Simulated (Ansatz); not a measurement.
# LiBr+ (doublet): from Hartree-Fock to the top rungs at distance Br1–Li2 = 5.634 Å, cc-pVDZ

How much of the correlation energy of LiBr+ (doublet) does each wave-function method recover here?

Program: Ansatz 0.2.0, Gaussian basis. Level of theory: cc-pVDZ, core rule «outside noble gas», up to 15 orbitals frozen. These are calculated values, not measurements.

Plan: UHF; CCSD(T) on ROHF; CCSD(T) on UHF; BCCD(T) on ROHF; CCSDT(Q) on ROHF; CCSDT(Q) on UHF; Full CI.

67 further runs of the same task are left out: 52 for a known fault of the program, 10 that didn't finish, 5 set aside as unsound or not needed.

### Step 1. The geometry

The geometry derives from a PBE0/def2-TZVP stationary point (not a proven minimum). One bond is set to the value named and the two fragments are kept rigid. No spin-orbit coupling is included. The filled d shell of Br may be among the frozen orbitals whatever the setting's name suggests; the logs give the count.

2 atoms, charge 1, spin multiplicity 2.

Atoms are counted from 1 here; the program's logs count them from 0.

No contacts short enough for the rule that draws bonds.

### Step 2. UHF

Contents of in.yaml:

```yaml
crystal:
  periodic: [false, false, false]
  atoms:
    - {symbol: Br, position_ang: [0.000000, 0.000000, 0.000000]}
    - {symbol: Li, position_ang: [0.000000, 0.000000, 5.634000]}
basis:
  gaussian: {orbitals: cc-pVDZ}
total_charge: 1
magnetization: {spin_polarized: true, initial_magnetization: 1}
hamiltonian: {xc: hf}
output: {orbitals: {seedname: orbitals}}
```

Started as:

```bash
> ansatz run in.yaml --threads 1 --pin off --events-out ev --progress --plain --max-ram 2393MiB
```

After this run come: CCSD(T) on ROHF; CCSD(T) on UHF; BCCD(T) on ROHF; CCSDT(Q) on ROHF; CCSDT(Q) on UHF; Full CI.

Q: Predict the results of all the runs planned. Wanted: FCI below the RHF energy; RMP2 from FCI; UMP2 from FCI; RCCSD from FCI; RCCSD(T) from FCI; UCCSD(T) from FCI; RCCSDT(Q) from FCI; UCCSDT(Q) from FCI; T1 diagnostic.

**Answer**, as computed:

```
                         quantity                                                                            value
         FCI below the RHF energy                                                                       -3.0284 eV
                    RMP2 from FCI                                                                       +402.9 meV
                    UMP2 from FCI                                                                       +416.5 meV
                   RCCSD from FCI                                                                        +33.6 meV
                RCCSD(T) from FCI                                                                         +8.6 meV
                UCCSD(T) from FCI                                                                         +6.2 meV
               RCCSDT(Q) from FCI                                                                         +0.3 meV
               UCCSDT(Q) from FCI                                                                         -1.8 meV
levels within 1 kcal/mol (43 meV)  RCCSD, UCCSD, RCCSD(T), UCCSD(T), BCCD(T), RCCSDT, UCCSDT, RCCSDT(Q), UCCSDT(Q)
                    T1 diagnostic                                                                            0.011
   effectively unpaired electrons                                                                             1.02
```

In words: RCCSD(T) lands +8.6 meV from the yardstick (0.3 % of the correlation energy). One determinant dominates. These misses are within one basis, not against nature; the frozen cores of restricted and unrestricted runs differ, which can shift their rows.
